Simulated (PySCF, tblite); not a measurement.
# C5H9BrGeO: geometry, infrared bands and NMR shifts

Wanted: the infrared bands and NMR shifts of C5H9BrGeO (`CO[C]1=CC[C@H](Br)[GeH2]1`), by calculation.

Programs: tblite 0.8.0 and PySCF 2.14.0, with density-fitted response routines of our own. Each step states its level of theory. These are calculated values for one molecule in the gas phase, unless marked as measured. Atoms count from 0, in the outputs and in this text.

**1. The molecule as given**

17 atoms, charge 0, multiplicity 1; geometry from: force field or distance geometry start.

Bonds of the start (Å): C0–O1 1.44, O1–C2 1.38, C2–C3 1.32, C3–C4 1.45, C4–C5 1.51, C5–Br6 1.93, C5–Ge7 1.98, Ge7–C2 1.95, C0–H8 1.10, C0–H9 1.11, C0–H10 1.11, C3–H11 1.11, C4–H12 1.12, C4–H13 1.13, C5–H14 1.09, Ge7–H15 1.53, Ge7–H16 1.53.

**2. Relaxing the molecule with GFN2-xTB**

Job settings and geometry (Å):

```
{"job": {"kind": "relax", "xc": "GFN2-xTB", "basis": "xTB"}, "charge": 0, "multiplicity": 1}
C      2.812800    -0.460500    -0.556600
O      1.520900    -0.993300    -0.893100
C      0.369000    -0.359600    -0.479200
C      0.155200     0.888800    -0.104200
C     -1.193900     1.266100     0.271900
C     -2.001400     0.155100     0.896400
Br    -1.383500    -0.265800     2.678700
Ge    -1.380400    -1.222300    -0.388600
H      3.642200    -1.079800    -0.939500
H      2.928300     0.583100    -0.905600
H      2.899800    -0.439300     0.548600
H      1.007400     1.592900    -0.051600
H     -1.763200     1.748400    -0.565300
H     -1.073700     2.025300     1.104300
H     -3.079000     0.311800     0.830700
H     -1.318100    -2.611800     0.254100
H     -2.149500    -1.127000    -1.710900
```

The run is started by

```sh
$ OMP_NUM_THREADS=1 python probes_run.py task.json out
```

This one command runs all jobs of the session in turn.

**Question.** This job is followed by: GFN2-xTB harmonic vibrations, gas phase; GIAO PBE0/pcSseg-1 NMR shielding, non-relativistic, gas phase. What will the session give for the following? strongest single infrared mode (GFN2-xTB); zero-point energy (GFN2-xTB); 13C shifts against TMS (PBE0/pcSseg-1); 1H shifts against TMS (PBE0/pcSseg-1, means over atoms taken as alike); 17O shifts against H2O (PBE0/pcSseg-1); 79Br shifts against HBr (PBE0/pcSseg-1); 73Ge shifts against GeMe4 (PBE0/pcSseg-1); surface potential, 1st and 99th percentile.

As calculated:

```
                                                              quantity                                         value
                             strongest single infrared mode (GFN2-xTB)                         2032 cm⁻¹, 385 km/mol
                                          zero-point energy (GFN2-xTB)                                 76.7 kcal/mol
                                13C shifts against TMS (PBE0/pcSseg-1)            170.9, 111.4, 57.9, 46.0, 45.2 ppm
1H shifts against TMS (PBE0/pcSseg-1, means over atoms taken as alike)  5.13, 5.02, 4.58, 3.79, 3.74, 3.21, 2.97 ppm
                                17O shifts against H2O (PBE0/pcSseg-1)                                     115.9 ppm
                               79Br shifts against HBr (PBE0/pcSseg-1)                                       492 ppm
                             73Ge shifts against GeMe4 (PBE0/pcSseg-1)                                      -101 ppm
                                 surface potential, 1st and 99th percentile                            -1.00 V and 0.97 V
```

In words: Over 86 steps the energy fell by 0.658 eV; of the close pairs, C3–C4 changed most, 1.450 to 1.506 Å. All 45 modes are real, so the xTB geometry is a minimum. The strongest single mode, at 2032 cm⁻¹, moves mainly H15. GFN2-xTB is a fitted tight-binding method: band positions and strengths are rough. Its intensities can rank the bands wrongly. C5 stands next to heavy halogen, whose spin-orbit shielding this run leaves out, so the computed shift lies too far downfield, most of all for carbon beside Br or I. C2 (alkene carbon bearing oxygen) lies farthest downfield among carbon, at 170.9 ppm; an sp2 carbon further deshielded by the attached heteroatom. The most deshielded hydrogen is H11 (hydrogen on a β carbon of an enol-ether or enamine type C=C), at 5.13 ppm: attached to an sp2 carbon and in the plane of the double bond. At PBE0/pcSseg-1: The widest tensor belongs to Br6: span 1637 ppm, with a paramagnetic part of -993 ppm. Spin-orbit coupling is left out, which matters for shieldings and couplings at and beside the heavy atoms.
